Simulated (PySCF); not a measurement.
# CH9Ge2P: NMR shifts at several levels of theory, part 2 of 2

PySCF 2.14.0. Atoms count from 0.

**9. NMR shieldings: KT3/pcSseg-1**

The job: settings as JSON, then the geometry in Å.

```
{"job": {"kind": "nmr", "xc": "KT3", "basis": "pcSseg-1", "pop": false}, "charge": 0, "multiplicity": 1}
P      2.583402     0.462194     0.727304
Ge     1.050510    -0.301010    -0.849704
C     -0.679772    -0.546323     0.030762
Ge    -1.447431     1.096702     0.767809
H      2.108336     1.809844     0.699217
H      3.601579     0.712185    -0.244664
H      1.583876    -1.652646    -1.371522
H      0.897292     0.668165    -2.041625
H     -0.554923    -1.269722     0.851867
H     -1.387757    -0.980968    -0.693209
H     -0.563186     1.607539     1.922916
H     -2.869087     0.836295     1.302440
H     -1.512774     2.185905    -0.321289
```

Level: GIAO KT3/pcSseg-1 NMR shielding, non-relativistic, gas phase.

Output:

```text
coarse grid: 48672 points
cycle   1  E = -4557.6073952748  dE = -1.359e+00  |g| = 8.234e-01  |ddm| = 3.317e+00
cycle   2  E = -4557.4904408810  dE =  1.170e-01  |g| = 1.019e+00  |ddm| = 1.394e+00
cycle   3  E = -4557.6687599410  dE = -1.783e-01  |g| = 2.052e-01  |ddm| = 1.062e+00
cycle   4  E = -4557.6794090139  dE = -1.065e-02  |g| = 8.240e-02  |ddm| = 2.847e-01
cycle   5  E = -4557.6808695550  dE = -1.461e-03  |g| = 1.220e-02  |ddm| = 9.450e-02
cycle   6  E = -4557.6809105124  dE = -4.096e-05  |g| = 4.239e-03  |ddm| = 2.318e-02
cycle   7  E = -4557.6809158014  dE = -5.289e-06  |g| = 1.335e-03  |ddm| = 7.160e-03
final grid: 97560 points
cycle   8  E = -4557.6808565569  dE =  2.949e-07  |g| = 2.014e-03  |ddm| = 4.144e-03
cycle   9  E = -4557.6808551873  dE =  1.370e-06  |g| = 3.274e-03  |ddm| = 5.576e-03
cycle  10  E = -4557.6808572761  dE = -2.089e-06  |g| = 2.882e-04  |ddm| = 3.638e-03
cycle  11  E = -4557.6808572968  dE = -2.069e-08  |g| = 4.676e-05  |ddm| = 3.219e-04
cycle  12  E = -4557.6808572975  dE = -6.739e-10  |g| = 8.600e-06  |ddm| = 6.417e-05
converged SCF energy = -4557.6808572975

GIAO shielding tensors (ppm)
atom      isotropic    diamagn.    paramagn.     s11        s22        s33       span
  0 P      593.461     968.041    -374.580    547.145    574.799    658.437    111.292
  1 Ge    1452.693    2761.890   -1309.197   1372.041   1434.932   1551.106    179.065
  2 C      189.086     254.751     -65.664    182.090    190.008    195.161     13.071
  3 Ge    1536.297    2760.195   -1223.898   1463.069   1499.744   1646.080    183.011
  4 H       29.643      29.260       0.384     23.677     28.852     36.401     12.724
  5 H       29.743      28.195       1.548     24.434     26.340     38.456     14.023
  6 H       27.001      29.551      -2.550     20.517     22.061     38.426     17.909
  7 H       26.797      30.344      -3.547     20.844     22.126     37.420     16.576
  8 H       31.163      31.667      -0.503     25.597     29.021     38.872     13.275
  9 H       31.021      31.300      -0.279     24.361     28.859     39.844     15.483
 10 H       27.675      29.447      -1.771     20.650     25.201     37.175     16.525
 11 H       27.392      28.331      -0.939     20.955     22.121     39.101     18.146
 12 H       27.698      29.333      -1.634     21.302     23.931     37.861     16.559
```

Run time: 26 s. Hardware: 1 thread of Arm Neoverse V1, shared host; peak memory 0.86 GiB.

Key values: δ C2 -6.8, P0 -261.1, Ge1 -133, Ge3 -216, H6 4.42, H10 3.73 ppm (means over like atoms).

**10. NMR shieldings: B97-D/pcSseg-1**

The job, as its differences from that of step 9:

```diff
@@ -1,2 +1,2 @@
-{"job": {"kind": "nmr", "xc": "KT3", "basis": "pcSseg-1", "pop": false}, "charge": 0, "multiplicity": 1}
+{"job": {"kind": "nmr", "xc": "B97-D", "basis": "pcSseg-1", "pop": false}, "charge": 0, "multiplicity": 1}
 P      2.583402     0.462194     0.727304
```

Method: GIAO B97-D/pcSseg-1 NMR shielding, non-relativistic, gas phase.

Output:

```text
coarse grid: 48672 points
cycle   1  E = -4540.3889903326  dE = -1.344e+00  |g| = 1.124e+00  |ddm| = 3.336e+00
cycle   2  E = -4540.2273472028  dE =  1.616e-01  |g| = 1.372e+00  |ddm| = 1.500e+00
cycle   3  E = -4540.4731366282  dE = -2.458e-01  |g| = 2.597e-01  |ddm| = 1.199e+00
cycle   4  E = -4540.4886121684  dE = -1.548e-02  |g| = 1.101e-01  |ddm| = 3.442e-01
cycle   5  E = -4540.4912963310  dE = -2.684e-03  |g| = 1.647e-02  |ddm| = 1.183e-01
cycle   6  E = -4540.4913707817  dE = -7.445e-05  |g| = 5.898e-03  |ddm| = 3.325e-02
cycle   7  E = -4540.4913821615  dE = -1.138e-05  |g| = 1.716e-03  |ddm| = 1.054e-02
cycle   8  E = -4540.4913826785  dE = -5.170e-07  |g| = 3.144e-04  |ddm| = 1.759e-03
final grid: 97560 points
cycle   9  E = -4540.4913445656  dE = -1.518e-07  |g| = 4.156e-04  |ddm| = 2.959e-03
cycle  10  E = -4540.4913445255  dE =  4.006e-08  |g| = 5.678e-04  |ddm| = 1.371e-03
cycle  11  E = -4540.4913446055  dE = -7.992e-08  |g| = 9.392e-05  |ddm| = 8.558e-04
cycle  12  E = -4540.4913446073  dE = -1.806e-09  |g| = 1.717e-05  |ddm| = 1.027e-04
cycle  13  E = -4540.4913446073  dE = -6.185e-11  |g| = 8.136e-06  |ddm| = 2.318e-05
converged SCF energy = -4540.4913446073

GIAO shielding tensors (ppm)
atom      isotropic    diamagn.    paramagn.     s11        s22        s33       span
  0 P      568.530     967.072    -398.542    521.404    552.542    631.644    110.239
  1 Ge    1394.181    2759.643   -1365.462   1308.541   1375.937   1498.064    189.523
  2 C      183.714     254.355     -70.641    177.054    184.117    189.972     12.918
  3 Ge    1484.180    2758.082   -1273.901   1407.207   1445.804   1599.530    192.322
  4 H       29.610      29.403       0.207     23.708     28.939     36.184     12.477
  5 H       29.707      28.205       1.503     24.466     26.406     38.249     13.783
  6 H       26.873      29.325      -2.452     20.395     21.935     38.289     17.894
  7 H       26.658      30.183      -3.525     20.711     21.978     37.286     16.576
  8 H       31.132      31.561      -0.429     25.652     29.153     38.590     12.938
  9 H       30.981      31.127      -0.146     24.398     28.987     39.557     15.160
 10 H       27.544      29.364      -1.820     20.520     25.062     37.051     16.530
 11 H       27.258      28.166      -0.909     20.807     21.985     38.981     18.175
 12 H       27.571      29.217      -1.646     21.175     23.793     37.745     16.570
```

Run time: 27 s. Hardware: 1 thread of Arm Neoverse V1, shared host; peak memory 0.79 GiB.

In short: δ C2 -4.5, P0 -260.7, Ge1 -135, Ge3 -225, H6 4.64, H10 3.95 ppm (means over like atoms).

**11. NMR shieldings: B3LYP/pcSseg-1**

The job, as its differences from that of step 10:

```diff
@@ -1,2 +1,2 @@
-{"job": {"kind": "nmr", "xc": "B97-D", "basis": "pcSseg-1", "pop": false}, "charge": 0, "multiplicity": 1}
+{"job": {"kind": "nmr", "xc": "B3LYP", "basis": "pcSseg-1", "pop": false}, "charge": 0, "multiplicity": 1}
 P      2.583402     0.462194     0.727304
```

With the program's defaults for keys left out, this is: GIAO B3LYP/pcSseg-1 NMR shielding, non-relativistic, gas phase.

Output:

```text
coarse grid: 48672 points
cycle   1  E = -4538.4357635868  dE = -1.375e+00  |g| = 1.301e+00  |ddm| = 3.332e+00
cycle   2  E = -4538.3564828412  dE =  7.928e-02  |g| = 1.389e+00  |ddm| = 1.281e+00
cycle   3  E = -4538.5440893274  dE = -1.876e-01  |g| = 1.578e-01  |ddm| = 8.968e-01
cycle   4  E = -4538.5484365369  dE = -4.347e-03  |g| = 7.100e-02  |ddm| = 1.894e-01
cycle   5  E = -4538.5496690958  dE = -1.233e-03  |g| = 7.808e-03  |ddm| = 6.744e-02
cycle   6  E = -4538.5496847734  dE = -1.568e-05  |g| = 2.431e-03  |ddm| = 1.381e-02
cycle   7  E = -4538.5496865775  dE = -1.804e-06  |g| = 7.432e-04  |ddm| = 3.888e-03
final grid: 97560 points
cycle   8  E = -4538.5496205489  dE = -3.045e-08  |g| = 9.628e-04  |ddm| = 2.214e-03
cycle   9  E = -4538.5496204578  dE =  9.107e-08  |g| = 1.286e-03  |ddm| = 1.568e-03
cycle  10  E = -4538.5496206565  dE = -1.987e-07  |g| = 7.428e-05  |ddm| = 9.008e-04
cycle  11  E = -4538.5496206579  dE = -1.445e-09  |g| = 1.429e-05  |ddm| = 8.357e-05
cycle  12  E = -4538.5496206580  dE = -5.184e-11  |g| = 2.552e-06  |ddm| = 1.705e-05
converged SCF energy = -4538.5496206580

GIAO shielding tensors (ppm)
atom      isotropic    diamagn.    paramagn.     s11        s22        s33       span
  0 P      571.794     966.050    -394.256    523.167    551.199    641.016    117.850
  1 Ge    1427.181    2756.948   -1329.767   1347.259   1405.799   1528.486    181.227
  2 C      186.848     253.659     -66.811    178.924    188.294    193.326     14.402
  3 Ge    1515.421    2755.430   -1240.009   1438.960   1478.593   1628.710    189.751
  4 H       29.701      29.308       0.393     23.683     28.971     36.449     12.766
  5 H       29.787      28.254       1.533     24.432     26.388     38.539     14.107
  6 H       26.977      29.347      -2.370     20.380     21.936     38.617     18.237
  7 H       26.791      30.147      -3.356     20.750     22.020     37.603     16.852
  8 H       31.284      31.505      -0.221     25.656     29.110     39.086     13.430
  9 H       31.130      31.131      -0.001     24.389     28.956     40.045     15.656
 10 H       27.615      29.285      -1.670     20.467     25.053     37.326     16.859
 11 H       27.328      28.171      -0.842     20.754     21.954     39.277     18.522
 12 H       27.630      29.158      -1.528     21.105     23.776     38.011     16.906
```

Wall time 19 s (1 thread of Arm Neoverse V1, shared host); peak memory 0.97 GiB.

Key values: δ C2 -7.6, P0 -274.4, Ge1 -135, Ge3 -223, H6 4.50, H10 3.86 ppm (means over like atoms).

**12. Comparing the runs: NMR shifts**

Shifts (ppm) of some atoms, chosen among heavy atoms and hydrogens apart, means over like atoms, with basis size and wall time:

```csv
run,C2,H6,H10,H8,P0,Ge1,Ge3,functions,time
HF/pcSseg-1,-16.6,4.10,3.62,-0.37,-271.8,-121,-183,168,12 s
LDA/pcSseg-1,-6.4,4.98,4.21,0.43,-304.8,-151,-252,168,24 s
PBE/pcSseg-1,-6.7,4.68,3.97,0.31,-284.0,-142,-233,168,28 s
BLYP/pcSseg-1,-4.6,4.62,3.92,0.34,-268.4,-140,-236,168,28 s
BP86/pcSseg-1,-6.0,4.73,4.02,0.35,-280.4,-143,-234,168,28 s
OPBE/pcSseg-1,-7.3,4.57,3.87,0.25,-275.9,-132,-212,168,26 s
KT2/pcSseg-1,-7.7,4.66,3.93,0.30,-277.8,-142,-230,168,26 s
KT3/pcSseg-1,-6.8,4.42,3.73,0.23,-261.1,-133,-216,168,26 s
B97-D/pcSseg-1,-4.5,4.64,3.95,0.35,-260.7,-135,-225,168,27 s
B3LYP/pcSseg-1,-7.6,4.50,3.86,0.18,-274.4,-135,-223,168,19 s
```

**13. What came out**

The summary covers parts 1 to 2.

| quantity | value |
| --- | --- |
| 13C shifts against TMS (HF/pcSseg-1) | -16.6 ppm |
| 1H shifts against TMS (HF/pcSseg-1, means over atoms taken as alike) | 4.10, 3.62, 1.53, -0.37 ppm |
| 31P shifts against H3PO4 (HF/pcSseg-1) | -271.8 ppm |
| 73Ge shifts against GeMe4 (HF/pcSseg-1) | -121, -183 ppm |
| range of the shift of Ge3 | -252 to -183 ppm |

Single values in the summary come from the first run of each kind that ended normally (HF/pcSseg-1), which need not be the best level. At HF/pcSseg-1: The largest span, 161 ppm, is at Ge3, where the paramagnetic term is -1073 ppm. Across the 10 runs the shift of Ge3 moves most, between -252 (LDA/pcSseg-1) and -183 ppm (HF/pcSseg-1). Spin-orbit coupling is left out, which matters for shieldings and couplings at and beside the heavy atoms.
